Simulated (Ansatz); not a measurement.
## C3H9Ge, SMILES CC[CH2][GeH2]: a single point from an input written key by key, step by step

Computed with Ansatz 0.2.0 through its Python package.

Notebook, run cell by cell (the value of a cell's last expression is shown):

**Cell 1**
```python
import ansatz
import numpy as np

DECK = """
crystal:
  periodic: [false, false, false]
  atoms:
    - { symbol: C, position_ang: [-1.7338, 0.6837, 0.3349] }
    - { symbol: C, position_ang: [-0.456, 0.391, -0.4456] }
    - { symbol: C, position_ang: [0.451, -0.5699, 0.3221] }
    - { symbol: Ge, position_ang: [2.0744, -0.9266, -0.6964] }
    - { symbol: H, position_ang: [-2.3026, -0.2543, 0.5099] }
    - { symbol: H, position_ang: [-1.4902, 1.1531, 1.3119] }
    - { symbol: H, position_ang: [-2.3719, 1.3829, -0.2456] }
    - { symbol: H, position_ang: [-0.7265, -0.0556, -1.427] }
    - { symbol: H, position_ang: [0.0825, 1.3464, -0.6281] }
    - { symbol: H, position_ang: [0.7372, -0.127, 1.2999] }
    - { symbol: H, position_ang: [-0.0741, -1.5325, 0.4997] }
    - { symbol: H, position_ang: [2.8297, 0.4047, -0.9407] }
    - { symbol: H, position_ang: [2.9801, -1.8959, 0.1049] }
magnetization:
  spin_polarized: true
  initial_magnetization: 1
basis:
  gaussian: { orbitals: def2-SVP }
hamiltonian:
  xc: { name: B97M-V }
output:
  forces: true
"""

session = ansatz.Session.from_yaml(DECK)
data = session.plan(threads=1).execute().report
```

**Cell 2**
```python
print("reference energy %16.6f eV" % data["reference_energy_ev"])
print("total energy     %16.6f eV" % data["free_energy_ev"])
print("occupied orbitals outside the frozen core (up, down):", data["n_occupied"], " frozen:", data["n_frozen"], " virtual:", data["n_virtual"])
symbols = ["C", "C", "C", "Ge", "H", "H", "H", "H", "H", "H", "H", "H", "H"]
state = data["mean_field"]["state"]
print(f"mean field: {state['energy']['hartree']:.7f} Ha, <S^2> = {abs(state['spin_squared']):.4f}, stability: {state.get('stability', {}).get('kind')}")
```
Output:
```text
reference energy    -59754.878858 eV
total energy        -59754.878858 eV
occupied orbitals outside the frozen core (up, down): [30, 29]  frozen: 0  virtual: [89, 90]
mean field: -2195.9512947 Ha, <S^2> = 0.7514, stability: minimum
```

**Cell 3**
```python
print("forces (eV/A)")
for symbol, f in zip(symbols, data["forces_ev_ang"]):
    print(f"  {symbol:2s} {f[0]:9.4f} {f[1]:9.4f} {f[2]:9.4f}")
charges = data["charge_distribution"]
print("dipole moment", round(4.803205 * float(np.linalg.norm(charges["dipole_moment_e_ang"])), 3), "D")
print("Mulliken:", [(s, round(q, 3)) for s, q in zip(symbols, charges["mulliken_charges_e"])])
```
Output:
```text
forces (eV/A)
  C    -0.0749    0.2091   -0.2671
  C    -0.2605   -0.0634    0.3760
  C    -0.3273    0.0674   -0.2356
  Ge    0.3115   -0.1653    0.1588
  H     0.1704    0.4574    0.0304
  H    -0.2337   -0.2316   -0.3612
  H     0.0946   -0.2807    0.4020
  H     0.2092    0.2978    0.2638
  H    -0.1811   -0.3835   -0.1321
  H    -0.0877   -0.2718   -0.2258
  H     0.2136    0.3801    0.1112
  H     0.0472    0.0294   -0.0538
  H     0.1187   -0.0447   -0.0666
dipole moment 0.95 D
Mulliken: [('C', -0.036), ('C', -0.076), ('C', -0.209), ('Ge', 0.238), ('H', 0.027), ('H', 0.026), ('H', 0.029), ('H', 0.033), ('H', 0.033), ('H', 0.058), ('H', 0.052), ('H', -0.087), ('H', -0.088)]
```

What to keep in mind:
- These settings explore the input space; basis and method may be short of convergence.
- The geometry is a force-field or estimated start, not a minimum of this method, and the basis set is short of its limit.
- The species is open-shell (spin multiplicity 2).
- Timing: 22 s on 1 thread of Intel(R) Xeon(R) Platinum 8375C CPU @ 2.90GHz (Ice Lake), on a shared host, peak memory 0.41 GiB.

(Lines on the test bed's own set-up are left out of the output.)
